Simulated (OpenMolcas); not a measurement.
**AsF3 (SMILES F[As](F)F): levels of theory compared**

Aim: a comparison of 6 runs (HF/3-21G, M06-L/cc-pVDZ, PBE0/cc-pVDZ, r2SCAN/cc-pVDZ, B3LYP/6-31G*, MP2/cc-pVDZ) of AsF3. 

The calculation is run with OpenMolcas 26.06.

## (1) Starting point

AsF3: 4 atoms, total charge 0, spin state singlet. SMILES: `F[As](F)F`. One bond was lengthened or shortened from a relaxed shape.

Bond lengths: F1–As2 1.973 Å, As2–F3 1.715 Å, As2–F4 1.715 Å. Angles: F1–As2–F3 95.9°, F1–As2–F4 95.9°, F3–As2–F4 95.9°.

## (2) A single-point energy at HF/3-21G (run 1)

The input, struct.xyz:

```xyz
4

F     -0.443458     0.523517     1.585896
As    -0.461950    -0.457240    -0.125630
F      1.203970    -0.865930    -0.112740
F     -0.296160     0.927580    -1.124280
```

The input, job.inp:

```
&GATEWAY
 BASLIB=$CurrDir
 COORD=struct.xyz
 BASIS=3-21G
 GROUP=NoSym

&SEWARD

&SCF
 THRESHOLDS=1e-10 1e-07 1e-07 1e-05
 PRORBITALS=1 2
```

The basis set 3-21G is read from a file made from the Basis Set Exchange's data (not shown).

The run is started by

```sh
$ export MOLCAS_MEM=1860
$ pymolcas job.inp > job.log
```

What it wrote:

```text
--- Start Module: gateway ---
[...]
--- Stop Module: gateway /rc=_RC_ALL_IS_WELL_ ---
--- Start Module: seward ---
[...]
      Basis functions           49
--- Stop Module: seward /rc=_RC_ALL_IS_WELL_ ---
--- Start Module: scf ---
[...]
       Convergence after  13 Iterations
[...]
::    Total SCF energy                              -2520.1920076644
[...]
      Total spin, S                                     0.0000000000
[...]
      Total electronic charge=   60.000000
      Total            charge=   -0.000000
[...]
      Dipole Moment (debye):
      Origin of the operator (angstrom)=   -0.1955   -0.1754   -0.0211
                   X= -2.2896E+00               Y= -2.8361E+00               Z= -1.6329E+00           Total=  3.9940E+00
      Quadrupole Moment (debye*angstrom):
[...]
--- Stop Module: scf /rc=_RC_ALL_IS_WELL_ ---
[...]
```

Wall time 1.6 s (1 thread of Arm Neoverse V2, shared host); peak memory 0.38 GiB.

## (3) A single-point energy at M06-L/cc-pVDZ (run 2)

The input, job.inp:

```
>>> EXPORT MOLCAS_PRINT=2

&GATEWAY
  BASLIB = $CurrDir
  COORD
  4
  angstrom
  F       -0.443458       0.523517       1.585896
  As      -0.461950      -0.457240      -0.125630
  F        1.203970      -0.865930      -0.112740
  F       -0.296160       0.927580      -1.124280
  BASIS = cc-pVDZ
  GROUP = NoSym

&SEWARD
  GRIDINPUT
  Grid=UltraFine
  End of Grid

&SCF
  KSDFT = M06L
  THRESHOLDS = 1e-10 1e-07 1e-07 1e-05
  PRORBITALS = 1 2
```

The basis set cc-pVDZ is read from a file made from the Basis Set Exchange's data (not shown).

The run is started by

```sh
$ export MOLCAS_MEM=1860
$ pymolcas job.inp > job.log
```

What it wrote:

```text
--- Start Module: gateway ---
[...]
--- Stop Module: gateway /rc=_RC_ALL_IS_WELL_ ---
--- Start Module: seward ---
[...]
      Basis functions           69
--- Stop Module: seward /rc=_RC_ALL_IS_WELL_ ---
[...]
--- Start Module: scf ---
[...]
       Convergence after  16 Iterations
[...]
::    Total KS-DFT energy                           -2535.3423025182
[...]
      Total spin, S                                     0.0000000000
[...]
      Total electronic charge=   60.000000
      Total            charge=   -0.000000
[...]
      Dipole Moment (debye):
      Origin of the operator (angstrom)=   -0.1955   -0.1754   -0.0211
                   X= -1.7165E+00               Y= -2.3347E+00               Z= -1.5939E+00           Total=  3.3072E+00
      Quadrupole Moment (debye*angstrom):
[...]
--- Stop Module: scf /rc=_RC_ALL_IS_WELL_ ---
[...]
```

Run time: 17 s. Hardware: 1 thread of Arm Neoverse V2, shared host; peak memory 0.41 GiB.

Runs 3 to 5 aren't shown in full; the table further down has their settings and results.

## (4) The energy at MP2/cc-pVDZ (run 6)

The input, coord.xyz:

```xyz
4

F     -0.443458     0.523517     1.585896
As    -0.461950    -0.457240    -0.125630
F      1.203970    -0.865930    -0.112740
F     -0.296160     0.927580    -1.124280
```

The input, test.input:

```
* AsF3 MP2

&GATEWAY
 BasLib=$CurrDir
 Coord=coord.xyz
 Basis=cc-pVDZ
 Group=NoSym

&SEWARD

&SCF
 Thresholds=1e-10 1e-07 1e-07 1e-05
 PrOrbitals=1 1

&MBPT2
 Frozen=12
```

The basis set cc-pVDZ is read from a file made from the Basis Set Exchange's data (not shown).

The run is started by

```sh
$ export MOLCAS_MEM=1860
$ pymolcas test.input > test.log
```

What it wrote:

```text
--- Start Module: gateway ---
[...]
--- Stop Module: gateway /rc=_RC_ALL_IS_WELL_ ---
[...]
      Basis functions           69
[...]
--- Start Module: scf ---
[...]
       Convergence after  16 Iterations
[...]
::    Total SCF energy                              -2532.5269243990
[...]
      Total spin, S                                     0.0000000000
[...]
      Total electronic charge=   60.000000
      Total            charge=   -0.000000
[...]
      Dipole Moment (debye):
      Origin of the operator (angstrom)=   -0.1955   -0.1754   -0.0211
                   X= -2.0734E+00               Y= -2.8007E+00               Z= -1.8907E+00           Total=  3.9646E+00
      Quadrupole Moment (debye*angstrom):
[...]
--- Stop Module: scf /rc=_RC_ALL_IS_WELL_ ---
[...]
--- Start Module: mbpt2 ---
[...]
WARNING!
Default frozen orbitals as non valence orbitals is overwritten by user input.
Default values:  17
[...]
       Reference weight ( Cref**2 )         =        0.85537
::    Total MBPT2 energy                            -2533.2199519024
[...]
      Total MBPT2 calculations                           0.14      0.15
--- Stop Module: mbpt2 /rc=_RC_ALL_IS_WELL_ ---
[...]
```

It took 3.3 s on 1 thread of Arm Neoverse V2, shared host; peak memory 0.41 GiB.

## (5) Overview of the runs

```tsv
run	level	integration grid	Cartesian functions	energy (Eh)	dipole moment (D) of the reference	HOMO energy (eV)	LUMO energy (eV)	wall time
1	HF/3-21G	–	no	-2520.192008	3.99	-12.89	2.30	1.6 s
2	M06-L/cc-pVDZ	UltraFine	no	-2535.342303	3.31	-8.42	-2.38	17 s
3	PBE0/cc-pVDZ	UltraFine	no	-2534.875081	3.26	-9.77	-1.79	11 s
4	r2SCAN/cc-pVDZ	UltraFine	no	-2535.302903	3.08	-8.54	-2.53	16 s
5	B3LYP/6-31G* (Cartesian functions)	UltraFine	yes	-2535.198014	3.02	-9.39	-1.92	14 s
6	MP2/cc-pVDZ	–	no	-2533.219952	3.96	-13.53	1.65	3.3 s
```

## (6) Summary of results

| quantity | value |
| --- | --- |
| run 6: total energy | -2533.21995 Eh |
| run 6: dipole moment (mean-field density) | 3.96 D |
| run 6: HOMO energy (Hartree–Fock orbitals) | -13.53 eV |
| run 6: LUMO energy (Hartree–Fock orbitals) | 1.65 eV |
| run 6: HOMO–LUMO gap (Hartree–Fock orbitals) | 15.18 eV |
| run 6: correlation energy (12 core orbitals frozen) | -693.0 mEh |

**Reading.** Over runs 1, 2, 3, 4, 5 the dipole moment (its size) runs from 3.02 D (B3LYP/6-31G*) to 3.99 D (HF/3-21G). The two ends differ in method and basis. Over runs 1, 2, 3, 4, 5 the HOMO–LUMO gap runs from 6.01 eV (r2SCAN/cc-pVDZ) to 15.19 eV (HF/3-21G). Totals of different functionals can't be ranked against each other. All runs together took 62 s, the longest 17 s.
